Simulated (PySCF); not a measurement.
# K2⁻ at other levels of theory

What do other methods print for K2⁻?

Computed with PySCF 2.14.0. Level: method and basis as typed in the scripts.

## Step 1: Where the work starts

K2⁻: 2 atoms, charge -1, spin multiplicity 2.

No contacts short enough for the rule that draws bonds.

## Step 2: Base script

Contents of input.py:

```python
from pyscf import gto, dft

mol = gto.M(
    atom='K 0 0 0; K 0 0 4.588',
    basis='pcseg-1',
    charge=-1,
    spin=1,
    symmetry=True,
    verbose=4,
)
mf = dft.UKS(mol, xc='pbe0')
mf.kernel()
g = mf.nuc_grad_method()
g.grid_response = True
g.kernel()
mf.dip_moment()
print('orbital energies (hartree):', [e[max(0, n-3):n+3].round(4) for e, n in zip(mf.mo_energy, mol.nelec)])
```

The run is started by

```sh
$ OMP_NUM_THREADS=1 python input.py
```

The log of this run is left out.

In short: E(SCF) = -1199.378309 Eh, 9 cycles, ⟨S²⟩ = 0.795, gradient on the second atom 0.0005 Eh/bohr.

The bond length is a typed value, not an optimised one. The dipole of an ion depends on the origin.

## Step 3: TDDFT

Edit 1 changes step after the SCF: gradient → tddft; number of roots: none → 8.

Contents of input.py:

```python
from pyscf import gto, dft, tdscf

mol = gto.M(
    atom='K 0 0 0; K 0 0 4.588',
    basis='pcseg-1',
    charge=-1,
    spin=1,
    symmetry=True,
    verbose=4,
)
mf = dft.UKS(mol, xc='pbe0')
mf.kernel()
td = tdscf.TDDFT(mf)
td.nstates = 8
td.kernel()
td.analyze()
mf.dip_moment()
print('orbital energies (hartree):', [e[max(0, n-3):n+3].round(4) for e, n in zip(mf.mo_energy, mol.nelec)])
```

The run is started by

```sh
$ OMP_NUM_THREADS=1 python input.py
```

## Step 4: Frequency run (UHF)

Edit 2 changes step after the SCF: gradient → frequency; SCF type: UKS → UHF; functional: pbe0 → none (Hartree–Fock).

Contents of input.py:

```python
from pyscf import gto, scf
from pyscf.hessian import thermo

mol = gto.M(
    atom='K 0 0 0; K 0 0 4.588',
    basis='pcseg-1',
    charge=-1,
    spin=1,
    symmetry=True,
    verbose=4,
)
mf = scf.UHF(mol)
mf.kernel()
hess = mf.Hessian().kernel()
print('wavenumber (cm^-1) =', thermo.harmonic_analysis(mol, hess)['freq_wavenumber'].round(1))
mf.dip_moment()
print('orbital energies (hartree):', [e[max(0, n-3):n+3].round(4) for e, n in zip(mf.mo_energy, mol.nelec)])
```

## Step 5: Population analysis

Edit 3 changes step after the SCF: gradient → analyze.

input.py, as its differences from that of step 2:

```diff
@@ -12,6 +12,3 @@
 mf.kernel()
-g = mf.nuc_grad_method()
-g.grid_response = True
-g.kernel()
-mf.dip_moment()
+mf.analyze()
 print('orbital energies (hartree):', [e[max(0, n-3):n+3].round(4) for e, n in zip(mf.mo_energy, mol.nelec)])
```

**Question.** What will these runs give? Wanted: for each run, E(SCF); from base; gap, α spin; after the SCF.

The runs gave:

| run | E(SCF) (hartree) | from base (eV) | cycles | gap, α spin (eV) | after the SCF |
| --- | --- | --- | --- | --- | --- |
| base | -1199.378309 | 0 | 9 | 2.25 | n/a |
| TDDFT | -1199.378309 | 0.0000 | 9 | 2.25 | lowest root found 0.84 eV |
| frequency run (UHF) | -1198.144097 | not comparable | 12 | 5.21 | highest mode 69 cm⁻¹ |
| population analysis | -1199.378309 | 0.0000 | 9 | 2.25 | n/a |

The highest filled level of this anion is positive: the basis lacks diffuse functions or the electron is not bound, so these numbers hang on the basis. The dearest run is “TDDFT”, at 36 s against 6 s.
